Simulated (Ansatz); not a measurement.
Task: harmonic frequencies at the relaxed geometry of Cl2H2Sn, SMILES [Cl][SnH2][Cl], with Ansatz's Python interface. Give the script and its output. Use (for the species named): B3LYP, def2-SVP basis, multiplicity 1.

```csv
atom,x (Å),y (Å),z (Å)
Cl,-1.8464,-0.3275,1.2527
Sn,0.1094,-0.0710,0.0283
Cl,-0.2649,1.3542,-1.8310
H,0.6996,-1.6336,-0.5388
H,1.3522,0.6043,1.0474
```

`freq.py`
```python
"""Harmonic frequencies of Cl2H2Sn at its relaxed geometry."""

import itertools

import ansatz
from ase import Atoms
from ase.data import atomic_numbers, covalent_radii
from ase.thermochemistry import IdealGasThermo
import numpy as np


def main() -> None:
    atoms = Atoms(["Cl", "Sn", "Cl", "H", "H"], positions=[
        [-1.8464, -0.3275, 1.2527],
        [0.1094, -0.071, 0.0283],
        [-0.2649, 1.3542, -1.831],
        [0.6996, -1.6336, -0.5388],
        [1.3522, 0.6043, 1.0474],
    ])
    geometry = ansatz.Crystal.molecule_from_ase(atoms)

    calculation = (
        geometry.calculation()
        .basis(gaussian="def2-SVP")
        .functional("b3lyp")
    )
    symbols = [site.symbol for site in geometry.cartesian_sites]
    start = np.array([site.position_ang for site in geometry.cartesian_sites], dtype=float)
    report = calculation.relax(force_tolerance=0.003).run().report
    end = np.array(report["positions_ang"])

    # pairs closer than 1.2 times the sum of covalent radii, before or after
    radius = [covalent_radii[atomic_numbers[s]] for s in symbols]
    span = lambda where, i, j: np.linalg.norm(where[i] - where[j])
    bonded = [(i, j) for i, j in itertools.combinations(range(len(symbols)), 2) if min(span(start, i, j), span(end, i, j)) < 1.2 * (radius[i] + radius[j])]
    print("pair        before    after (A)")
    for i, j in bonded:
        print(f"{symbols[i]}{i}-{symbols[j]}{j}".ljust(10), f"{span(start, i, j):8.4f} {span(end, i, j):8.4f}")

    # same settings at the minimum
    minimum = ansatz.Crystal.molecule()
    for symbol, place in zip(symbols, end):
        minimum = minimum.atom(symbol, place.tolist())
    vibrating = (
        minimum.calculation()
        .basis(gaussian="def2-SVP")
        .functional("b3lyp")
        .phonons(temperatures=(100, 500, 100))
    )
    vib = vibrating.run().report["vibrations"]
    sums = vib["harmonic_sums"]
    modes = [m["omega_inv_cm"] for m in sums["modes_at_gamma"] if m["rigid_motion"] == "no"]
    print("frequencies (1/cm):", " ".join(f"{w:.0f}" for w in modes))
    print("imaginary modes:", sum(w < 0 for w in modes), " zero-point energy:", round(sums["zero_point_energy_ev"], 4), "eV")
    # rigid rotor and ideal gas, symmetry number taken as one
    gas = IdealGasThermo(vib_energies=[w / 8065.544 for w in modes if w > 0], geometry="linear" if len(modes) == 3 * len(symbols) - 5 else "nonlinear",
                         atoms=Atoms(symbols, positions=end), symmetrynumber=1, spin=0.0)
    print(f"H(298 K) - E = {gas.get_enthalpy(298.15, verbose=False):.4f} eV")
    print(f"S(298 K, 1 bar) = {96485.33 * gas.get_entropy(298.15, 1e5, verbose=False):.1f} J/(mol K) with symmetry number 1")


if __name__ == "__main__":
    main()
```

```console
$ python freq.py
pair        before    after (A)
Cl0-Sn1      2.3217   2.3627
Sn1-Cl2      2.3724   2.3628
Sn1-H3       1.7640   1.7098
Sn1-H4       1.7433   1.7098
frequencies (1/cm): 114 365 376 420 518 656 672 1928 1950
imaginary modes: 0  zero-point energy: 0.4339 eV
H(298 K) - E = 0.5950 eV
S(298 K, 1 bar) = 321.0 J/(mol K) with symmetry number 1
```

Notes:
- The frequencies are harmonic and unscaled, in a modest basis. The result belongs to the one conformer reached from this start, and soft torsions count as harmonic oscillators.
- def2 sets replace the cores of elements past krypton by effective core potentials.
- b3lyp holds the VWN-RPA fit, as in Gaussian; the form of ORCA and Turbomole is b3lyp5.
- The entropy takes a symmetry number of 1; a symmetric molecule's is lower by R ln(sigma).
- Run time: 61 s on 1 thread of Intel(R) Xeon(R) Platinum 8488C (Sapphire Rapids), with other jobs on the host, peak memory 0.29 GiB.

(Lines on the test bed's own set-up are left out of the output.)
